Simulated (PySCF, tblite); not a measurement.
# C₄H₉F₃SeSi: geometry, infrared bands and NMR shifts

Wanted: the infrared bands and NMR shifts of C₄H₉F₃SeSi (`C[Si](C)(C)[Se]C(F)(F)F`), by calculation.

The runs use tblite 0.8.0 and PySCF 2.14.0, with density-fitted response routines of our own; the level of theory stands in each step. All values are computed, except where a source is named. Atoms are numbered from 0 throughout.

**1. The molecule as given**

18 atoms, charge 0, multiplicity 1; geometry from: force field or distance geometry start.

Bonds of the start (Å): C0–Si1 1.86, Si1–C2 1.87, Si1–C3 1.88, Si1–Se4 2.28, Se4–C5 1.92, C5–F6 1.38, C5–F7 1.37, C5–F8 1.38, C0–H9 1.11, C0–H10 1.12, C0–H11 1.12, C2–H12 1.10, C2–H13 1.10, C2–H14 1.10, C3–H15 1.12, C3–H16 1.11, C3–H17 1.10.

**2. Optimising the geometry with GFN2-xTB**

What the job is given:

```
{"job": {"kind": "relax", "xc": "GFN2-xTB", "basis": "xTB"}, "charge": 0, "multiplicity": 1}
C     -1.503100     1.711900     0.193000
Si    -0.557700     0.143100    -0.107900
C     -1.482900    -1.058300    -1.196700
C     -0.237800    -0.790700     1.487400
Se     1.408500     0.609600    -1.164500
C      2.799300     0.099800     0.061300
F      3.275300     1.312000    -0.386100
F      2.668200    -1.049300    -0.671300
F      4.130900    -0.237600    -0.047500
H     -2.570500     1.474900     0.006400
H     -1.103900     2.449000    -0.543600
H     -1.347900     2.064200     1.241500
H     -1.731400    -0.498000    -2.112400
H     -2.363600    -1.479400    -0.691700
H     -0.767000    -1.858900    -1.438800
H     -0.347600    -0.051100     2.324700
H     -1.031200    -1.560600     1.578000
H      0.753500    -1.274400     1.456600
```

The run is started by

```console
$ OMP_NUM_THREADS=1 python probes_run.py task.json out
```

One launch serves the whole session: the jobs run in the order shown.

**Question.** This job is followed by: GFN2-xTB harmonic vibrations, gas phase; GIAO PBE0/pcSseg-1 NMR shielding, non-relativistic, gas phase. Predict these results of the whole session: strongest single infrared mode (GFN2-xTB); zero-point energy (GFN2-xTB); ¹³C shifts against TMS (PBE0/pcSseg-1, means over atoms taken as alike); ¹H shifts against TMS (PBE0/pcSseg-1, means over atoms taken as alike); ²⁹Si shifts against TMS (PBE0/pcSseg-1); ⁷⁷Se shifts against Me2Se (PBE0/pcSseg-1); ¹⁹F shifts against CFCl3 (PBE0/pcSseg-1, means over atoms taken as alike).

**Answer**, as computed:

| quantity | value |
| --- | --- |
| strongest single infrared mode (GFN2-xTB) | 862 cm⁻¹, 321 km/mol |
| zero-point energy (GFN2-xTB) | 77.8 kcal/mol |
| ¹³C shifts against TMS (PBE0/pcSseg-1, means over atoms taken as alike) | 146.7, 3.8 ppm |
| ¹H shifts against TMS (PBE0/pcSseg-1, means over atoms taken as alike) | 0.61 ppm |
| ²⁹Si shifts against TMS (PBE0/pcSseg-1) | 37.2 ppm |
| ⁷⁷Se shifts against Me2Se (PBE0/pcSseg-1) | 226 ppm |
| ¹⁹F shifts against CFCl3 (PBE0/pcSseg-1, means over atoms taken as alike) | -35.4 ppm |

Over 119 steps the energy fell by 7.869 eV; of the close pairs, Si1–Se4 changed most, 2.280 to 2.393 Å. No mode is imaginary among the 48: a minimum at this level. The strongest single mode, at 862 cm⁻¹, has its largest shares on H9, H16, H13 and Si1 (the list is cut at 4 atoms). GFN2-xTB is a fitted tight-binding method: band positions and strengths are rough. Its intensities can rank the bands wrongly. At PBE0/pcSseg-1: The largest span, 1272 ppm, is at Se4, where the paramagnetic term is -1471 ppm. Spin-orbit coupling is left out, which matters for shieldings and couplings at and beside the heavy atoms.
